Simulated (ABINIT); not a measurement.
# ZrB (Fm-3m) in ABINIT: a series of runs

The runs below take ZrB through equation of state, with PBE.

Program: ABINIT 10.8.3 (patched build). These are calculated values, not measurements. Logs are shortened: lines on timing, memory, paths and dates and some standing lists are left out, and cuts for length are marked. The log counts tension as positive stress, the text compression.

**1. Starting point**

Symmetry: Fm-3m, No. 225, cubic system. Conventional cell: a = 4.650 Å, b = 4.650 Å, c = 4.650 Å, α = 90.00°, β = 90.00°, γ = 90.00°. Zr (site symmetry m-3m) is surrounded by 6 B at 2.33 Å. B (site symmetry m-3m) is surrounded by 6 Zr at 2.33 Å.

**2. Equation of state, PBE**

run.abi reads:

```
# Datasets: one volume each
ndtset 7
getwfk -1
scalecart1 3*0.9795861087
scalecart2 3*0.9864848297
scalecart3 3*0.9932883884
scalecart4 3*1.0000000000
scalecart5 3*1.0066227096
scalecart6 3*1.0131594038
scalecart7 3*1.0196128224

# Pseudopotentials
pp_dirpath "./"
pseudos "Zr.upf, B.upf"

# Structure
acell 3*1.0 Angstrom
rprim
     0.0000000000     2.3250000000     2.3250000000
     2.3250000000     0.0000000000     2.3250000000
     2.3250000000     2.3250000000     0.0000000000
ntypat 2
znucl 40 5
natom 2
typat 1 2
xred
     0.0000000000     0.0000000000     0.0000000000
     0.5000000000     0.5000000000     0.5000000000

# Plane-wave basis
ecut 38.0

# k points
kptopt 1
ngkpt 10 10 10
nshiftk 1
shiftk 0.0 0.0 0.0

# Exchange and correlation
ixc 11

# Bands and occupations
nband 12
occopt 3
tsmear 0.00183747

# SCF cycle
nstep 100
tolvrs 1.0e-10

# Output
iomode 3
prtwf 1
prtden 0
prteig 0
prtebands 0
```

Potentials or basis: PseudoDojo NC SR PBE v0.5 standard.

Run with:

```sh
abinit run.abi > log 2>&1
```

run.abo:

```text
.Version 10.8.3 of ABINIT
 DATASET    1 : space group Fm -3 m (#225); Bravais cF (face-center cubic)
================================================================================
 Values of the parameters that define the memory need for DATASET  1.
     intxc =       0    ionmov =       0      iscf =       7    lmnmax =       6
     lnmax =       6     mgfft =      36  mpssoang =       3    mqgrid =    3001
     natom =       2  nloc_mem =       1    nspden =       1   nspinor =       1
    nsppol =       1      nsym =      48    n1xccc =    2501    ntypat =       2
    occopt =       3   xclevel =       2
       mpw =        1816          nfft =       46656          nkpt =          47
================================================================================
================================================================================
[... 61 lines left out ...]
 DATASET    7 : space group Fm -3 m (#225); Bravais cF (face-center cubic)
================================================================================
 Values of the parameters that define the memory need for DATASET  7.
     intxc =       0    ionmov =       0      iscf =       7    lmnmax =       6
     lnmax =       6     mgfft =      36  mpssoang =       3    mqgrid =    3001
     natom =       2  nloc_mem =       1    nspden =       1   nspinor =       1
    nsppol =       1      nsym =      48    n1xccc =    2501    ntypat =       2
    occopt =       3   xclevel =       2
       mpw =        2028          nfft =       46656          nkpt =          47
================================================================================
================================================================================

--------------------------------------------------------------------------------
------------- Echo of variables that govern the present computation ------------
--------------------------------------------------------------------------------
 -outvars: echo values of preprocessed input variables --------
            acell      1.8897261259E+00  1.8897261259E+00  1.8897261259E+00 Bohr
              amu      9.12240000E+01  1.08110000E+01
             ecut      3.80000000E+01 Hartree
           getwfk          -1
              ixc          11
           jdtset        1    2    3    4    5    6    7
         kptrlatt       10    0    0      0   10    0      0    0   10
          kptrlen1     6.08666557E+01
          kptrlen2     6.12953082E+01
          kptrlen3     6.17180479E+01
          kptrlen4     6.21350744E+01
          kptrlen5     6.25465769E+01
          kptrlen6     6.29527349E+01
          kptrlen7     6.33537185E+01
            natom           2
            nband          12
           ndtset           7
            ngfft          36      36      36
             nkpt          47
            nstep         100
             nsym          48
           ntypat           2
           occopt           3
           prtden           0
        prtebands           0
           prteig           0
            rprim1     0.0000000000E+00  2.2775377027E+00  2.2775377027E+00
                       2.2775377027E+00  0.0000000000E+00  2.2775377027E+00
                       2.2775377027E+00  2.2775377027E+00  0.0000000000E+00
            rprim2     0.0000000000E+00  2.2935772291E+00  2.2935772291E+00
                       2.2935772291E+00  0.0000000000E+00  2.2935772291E+00
                       2.2935772291E+00  2.2935772291E+00  0.0000000000E+00
            rprim3     0.0000000000E+00  2.3093955030E+00  2.3093955030E+00
                       2.3093955030E+00  0.0000000000E+00  2.3093955030E+00
                       2.3093955030E+00  2.3093955030E+00  0.0000000000E+00
            rprim4     0.0000000000E+00  2.3250000000E+00  2.3250000000E+00
                       2.3250000000E+00  0.0000000000E+00  2.3250000000E+00
                       2.3250000000E+00  2.3250000000E+00  0.0000000000E+00
            rprim5     0.0000000000E+00  2.3403977998E+00  2.3403977998E+00
                       2.3403977998E+00  0.0000000000E+00  2.3403977998E+00
                       2.3403977998E+00  2.3403977998E+00  0.0000000000E+00
            rprim6     0.0000000000E+00  2.3555956138E+00  2.3555956138E+00
                       2.3555956138E+00  0.0000000000E+00  2.3555956138E+00
                       2.3555956138E+00  2.3555956138E+00  0.0000000000E+00
            rprim7     0.0000000000E+00  2.3705998121E+00  2.3705998121E+00
                       2.3705998121E+00  0.0000000000E+00  2.3705998121E+00
                       2.3705998121E+00  2.3705998121E+00  0.0000000000E+00
          spgroup         225
           tolvrs      1.00000000E-10
           tsmear      1.83747000E-03 Hartree
            typat      1  2
           xangst1     0.0000000000E+00  0.0000000000E+00  0.0000000000E+00
                       2.2775377027E+00  2.2775377027E+00  2.2775377027E+00
           xangst2     0.0000000000E+00  0.0000000000E+00  0.0000000000E+00
                       2.2935772291E+00  2.2935772291E+00  2.2935772291E+00
           xangst3     0.0000000000E+00  0.0000000000E+00  0.0000000000E+00
                       2.3093955030E+00  2.3093955030E+00  2.3093955030E+00
           xangst4     0.0000000000E+00  0.0000000000E+00  0.0000000000E+00
                       2.3250000000E+00  2.3250000000E+00  2.3250000000E+00
           xangst5     0.0000000000E+00  0.0000000000E+00  0.0000000000E+00
                       2.3403977998E+00  2.3403977998E+00  2.3403977998E+00
           xangst6     0.0000000000E+00  0.0000000000E+00  0.0000000000E+00
                       2.3555956138E+00  2.3555956138E+00  2.3555956138E+00
           xangst7     0.0000000000E+00  0.0000000000E+00  0.0000000000E+00
                       2.3705998121E+00  2.3705998121E+00  2.3705998121E+00
            xcart1     0.0000000000E+00  0.0000000000E+00  0.0000000000E+00
                       4.3039224996E+00  4.3039224996E+00  4.3039224996E+00
            xcart2     0.0000000000E+00  0.0000000000E+00  0.0000000000E+00
                       4.3342328115E+00  4.3342328115E+00  4.3342328115E+00
            xcart3     0.0000000000E+00  0.0000000000E+00  0.0000000000E+00
                       4.3641250171E+00  4.3641250171E+00  4.3641250171E+00
            xcart4     0.0000000000E+00  0.0000000000E+00  0.0000000000E+00
                       4.3936132427E+00  4.3936132427E+00  4.3936132427E+00
            xcart5     0.0000000000E+00  0.0000000000E+00  0.0000000000E+00
                       4.4227108673E+00  4.4227108673E+00  4.4227108673E+00
            xcart6     0.0000000000E+00  0.0000000000E+00  0.0000000000E+00
                       4.4514305735E+00  4.4514305735E+00  4.4514305735E+00
            xcart7     0.0000000000E+00  0.0000000000E+00  0.0000000000E+00
                       4.4797843990E+00  4.4797843990E+00  4.4797843990E+00
             xred      0.0000000000E+00  0.0000000000E+00  0.0000000000E+00
                       5.0000000000E-01  5.0000000000E-01  5.0000000000E-01
            znucl       40.00000    5.00000

================================================================================

 chkinp: Checking input parameters for consistency, jdtset=   1.

 chkinp: Checking input parameters for consistency, jdtset=   2.

 chkinp: Checking input parameters for consistency, jdtset=   3.

 chkinp: Checking input parameters for consistency, jdtset=   4.
[... 22 lines left out ...]
 Real(R)+Recip(G) space primitive vectors, cartesian coordinates (Bohr,Bohr^-1):
 R(1)=  0.0000000  4.3039225  4.3039225  G(1)= -0.1161731  0.1161731  0.1161731
 R(2)=  4.3039225  0.0000000  4.3039225  G(2)=  0.1161731 -0.1161731  0.1161731
 R(3)=  4.3039225  4.3039225  0.0000000  G(3)=  0.1161731  0.1161731 -0.1161731
 Unit cell volume ucvol=  1.5944956E+02 bohr^3
 Angles (23,13,12)=  6.00000000E+01  6.00000000E+01  6.00000000E+01 degrees

 getcut: wavevector=  0.0000  0.0000  0.0000  ngfft=  36  36  36
         ecut(hartree)=     38.000   => boxcut(ratio)=   2.13141

--- Pseudopotential description ------------------------------------------------
- pspini: atom type   1  psp file is ./Zr.upf
12 -101130 2 -1 1622                          pspcod,pspxc,lmax,lloc,mmax
     nproj     2     2     2

- pspini: atom type   2  psp file is ./B.upf
12 -101130 1 -1 1534                          pspcod,pspxc,lmax,lloc,mmax
     nproj     2     2     0

   3.32807826E+02                                ecore*ucvol(ha*bohr**3)
--------------------------------------------------------------------------------

================================================================================

--- !BeginCycle
iteration_state: {dtset: 1, }
solver: {iscf: 7, nstep: 100, nline: 4, wfoptalg: 0, }
tolerances: {tolvrs: 1.00E-10, }
...

     iter   Etot(hartree)      deltaE(h)  residm     vres2
 ETOT  1  -53.495642253488    -5.350E+01 9.886E-02 2.756E+02
 ETOT  2  -53.542630222358    -4.699E-02 4.763E-02 1.152E+02
 ETOT  3  -53.560191489544    -1.756E-02 5.608E-03 3.404E-01
 ETOT  4  -53.560257177873    -6.569E-05 1.871E-03 1.179E-02
 ETOT  5  -53.560259290271    -2.112E-06 1.077E-03 1.719E-04
 ETOT  6  -53.560259322256    -3.199E-08 5.560E-04 3.873E-06
 ETOT  7  -53.560259322902    -6.467E-10 2.864E-04 1.682E-08
 ETOT  8  -53.560259322905    -2.615E-12 1.694E-04 8.204E-11
[... 1001 lines left out ...]
 Cartesian components of stress tensor (hartree/bohr^3)
  sigma(1 1)= -6.66328536E-04  sigma(3 2)=  0.00000000E+00
  sigma(2 2)= -6.66328536E-04  sigma(3 1)=  0.00000000E+00
  sigma(3 3)= -6.66328536E-04  sigma(2 1)=  0.00000000E+00

-Cartesian components of stress tensor (GPa)         [Pressure=  1.9604E+01 GPa]
- sigma(1 1)= -1.96040623E+01  sigma(3 2)=  0.00000000E+00
- sigma(2 2)= -1.96040623E+01  sigma(3 1)=  0.00000000E+00
- sigma(3 3)= -1.96040623E+01  sigma(2 1)=  0.00000000E+00

== END DATASET(S) ==============================================================
================================================================================

 -outvars: echo values of variables after computation  --------
            acell      1.8897261259E+00  1.8897261259E+00  1.8897261259E+00 Bohr
           etotal1    -5.3560259323E+01
           etotal2    -5.3566073424E+01
           etotal3    -5.3571112812E+01
           etotal4    -5.3575439562E+01
           etotal5    -5.3579112772E+01
           etotal6    -5.3582186478E+01
           etotal7    -5.3584710257E+01
            fcart1    -0.0000000000E+00 -0.0000000000E+00 -0.0000000000E+00
                      -0.0000000000E+00 -0.0000000000E+00 -0.0000000000E+00
            fcart2    -0.0000000000E+00 -0.0000000000E+00 -0.0000000000E+00
                      -0.0000000000E+00 -0.0000000000E+00 -0.0000000000E+00
            fcart3    -0.0000000000E+00 -0.0000000000E+00 -0.0000000000E+00
                      -0.0000000000E+00 -0.0000000000E+00 -0.0000000000E+00
            fcart4    -0.0000000000E+00 -0.0000000000E+00 -0.0000000000E+00
                      -0.0000000000E+00 -0.0000000000E+00 -0.0000000000E+00
            fcart5    -0.0000000000E+00 -0.0000000000E+00 -0.0000000000E+00
                      -0.0000000000E+00 -0.0000000000E+00 -0.0000000000E+00
            fcart6    -0.0000000000E+00 -0.0000000000E+00 -0.0000000000E+00
                      -0.0000000000E+00 -0.0000000000E+00 -0.0000000000E+00
            fcart7    -0.0000000000E+00 -0.0000000000E+00 -0.0000000000E+00
                      -0.0000000000E+00 -0.0000000000E+00 -0.0000000000E+00
            rprim1     0.0000000000E+00  2.2775377027E+00  2.2775377027E+00
[... 30 lines left out ...]
           strten6    -8.2158988828E-04 -8.2158988828E-04 -8.2158988828E-04
                       0.0000000000E+00  0.0000000000E+00  0.0000000000E+00
           strten7    -6.6632853570E-04 -6.6632853570E-04 -6.6632853570E-04
                       0.0000000000E+00  0.0000000000E+00  0.0000000000E+00
           xangst1     0.0000000000E+00  0.0000000000E+00  0.0000000000E+00
                       2.2775377027E+00  2.2775377027E+00  2.2775377027E+00
           xangst2     0.0000000000E+00  0.0000000000E+00  0.0000000000E+00
                       2.2935772291E+00  2.2935772291E+00  2.2935772291E+00
           xangst3     0.0000000000E+00  0.0000000000E+00  0.0000000000E+00
                       2.3093955030E+00  2.3093955030E+00  2.3093955030E+00
           xangst4     0.0000000000E+00  0.0000000000E+00  0.0000000000E+00
                       2.3250000000E+00  2.3250000000E+00  2.3250000000E+00
           xangst5     0.0000000000E+00  0.0000000000E+00  0.0000000000E+00
                       2.3403977998E+00  2.3403977998E+00  2.3403977998E+00
           xangst6     0.0000000000E+00  0.0000000000E+00  0.0000000000E+00
                       2.3555956138E+00  2.3555956138E+00  2.3555956138E+00
           xangst7     0.0000000000E+00  0.0000000000E+00  0.0000000000E+00
                       2.3705998121E+00  2.3705998121E+00  2.3705998121E+00
             xred      0.0000000000E+00  0.0000000000E+00  0.0000000000E+00
                       5.0000000000E-01  5.0000000000E-01  5.0000000000E-01
 Calculation completed.
```

Run time: 2.2 min. Hardware: 1 thread of Arm Neoverse V2, shared host; peak memory 0.11 GiB.

What came out:

```
Equilibrium volume : outside the volumes run
```

Energy against volume, from the lowest point:
```tsv
volume (Å³/atom)	energy (meV/atom)
11.814	332.67
12.065	253.57
12.317	185.00
12.568	126.13
12.819	76.16
13.071	34.34
13.322	0.00
```

**3. Equation of state, PBE**

run.abi is that of step 2.

Potentials or basis: PseudoDojo NC SR PBE v0.5 stringent.

Run with:

```sh
abinit run.abi > log 2>&1
```

It took 2.3 min on 1 thread of Arm Neoverse V2, shared host; peak memory 0.11 GiB.

The run converged. Its results:

```
Equilibrium volume : outside the volumes run
```

Energy against volume, from the lowest point:
```csv
volume (Å³/atom),energy (meV/atom)
11.814,332.67
12.065,253.57
12.317,185.00
12.568,126.13
12.819,76.16
13.071,34.34
13.322,0.00
```
